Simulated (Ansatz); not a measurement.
Consider an atomisation energy of CH₄BrClGe, SMILES Cl[CH]([GeH3])Br (the Ansatz DFT code, driven from Python).

Contents of `ch4brclge.xyz`:
```text
8

Cl   -2.02710    0.87540    0.07820
C    -0.50370    0.51540   -0.65320
Ge    0.56650   -0.39270    0.65280
Br   -0.68980   -0.62570   -2.18380
H     0.01010    1.44270   -0.99330
H     0.80960    0.54850    1.88950
H     1.99930   -0.74190    0.04270
H    -0.07270   -1.67870    1.11130
```

`tae.py`:
```python
from collections import Counter

import ansatz as az


def total_energy(molecule, charge=0, unpaired=0):
    calc = molecule.calculation().basis(gaussian="def2-SVP").functional("CAM-B3LYP")
    if charge:
        calc = calc.charge(charge)
    if unpaired:
        calc = calc.spin("collinear", total=unpaired)
    report = calc.run().report
    if report["published_state_doubts"]:
        print("  doubts:", report["published_state_doubts"])
    return report["free_energy_ev"]

molecule = az.Crystal.molecule_from_extxyz("ch4brclge.xyz")

unpaired = {"Cl": 1, "C": 2, "Ge": 2, "Br": 1, "H": 1}
counts = Counter(site.symbol for site in molecule.cartesian_sites)
atom_energy = {s: total_energy(az.Crystal.molecule().atom(s, (0, 0, 0)), 0, unpaired[s]) for s in counts}
whole = total_energy(molecule, 0, 0)
for s, e in atom_energy.items():
    print(f"{s:2s} x{counts[s]}  {e:14.5f} eV")
print(f"CH4BrClGe: {whole:.5f} eV")
split = sum(counts[s] * e for s, e in atom_energy.items()) - whole
print(f"atomisation energy (no zero-point term): {split:.3f} eV, {split / sum(counts.values()):.3f} eV an atom")
```

What does it cost to take this molecule apart into atoms?

22.751 eV from the electronic energies, without the zero-point term.

What the script printed:

```console
$ python tae.py
Cl x1    -12517.36520 eV
C  x1     -1028.36030 eV
Ge x1    -56511.97608 eV
Br x1    -70040.04718 eV
H  x4       -13.54842 eV
CH4BrClGe: -140174.69306 eV
atomisation energy (no zero-point term): 22.751 eV, 2.844 eV an atom
```

Reading the output:
- Total energies depend on the basis set; only differences at equal settings carry meaning.
- The geometry is a force-field or estimated start, not a minimum of this method, and the basis set is short of its limit. All parts are taken at fixed geometry, without zero-point energy.
- The spin-orbit lowering of heavy atoms is left out.
- Hardware and time: 7.2 s on 1 thread of Intel(R) Xeon(R) Platinum 8488C (Sapphire Rapids), on a shared host, peak memory 0.4 GiB.

(Lines on the test bed's own set-up are left out of the output.)
